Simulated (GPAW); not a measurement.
NiMoIrPdW:

```xyz
5
Lattice="4.1171 0.0000 0.0000 -2.0585 3.5655 0.0000 0.0000 0.0000 5.4458" Properties=species:S:1:pos:R:3 pbc="T T T"
Ni    0.0000    0.0000    5.2157
Mo    2.0585    1.1885    5.2367
Pd    2.0585    1.1885    2.5211
Ir    0.0000    2.3770    3.9521
W     0.0000    2.3770    1.2875
```

The cell was built by a generator and needn't be a form met in nature.

Base run:

* Program: GPAW 26.7.0
* Functional: LDA
* Potentials or basis: the program's PAW data sets (release 1.2.1) made for this functional
* Cutoff: 600 eV
* Basis: pw
* k mesh: 5 × 5 × 4
* Occupations: fermi-dirac, width 0.05 eV
* Spin: collinear spin, ferromagnetic start
* Starting moments: [1.0, 1.0, 0.0, 0.6, 0.0] μB

Its results: pressure -13.4 GPa; net moment 0.00 μB per cell; largest force 0.136 eV/Å.

Q: After a change of settings the same cell gave: pressure 3.1 GPa; net moment 0.00 μB per cell; largest force 0.209 eV/Å. Which change was it?
A. functional from LDA to BLYP; potentials or basis from the program's PAW data sets (release 1.2.1) made for this functional to PAW data sets generated in the run's folder for this functional
B. functional from LDA to PBEsol; potentials or basis from the program's PAW data sets (release 1.2.1) made for this functional to PAW data sets generated in the run's folder for this functional
C. functional from LDA to SCAN; potentials or basis from the program's PAW data sets (release 1.2.1) made for this functional to GPAW PAW data sets (gpaw-data 1.2.1)
D. functional from LDA to revPBE

A: D.

revPBE binds less tightly than LDA, so the same cell stands under more pressure.

Caveats: the stock nickel data set gives pressures a few GPa off other programs.

Not every run made on this cell is shown here.
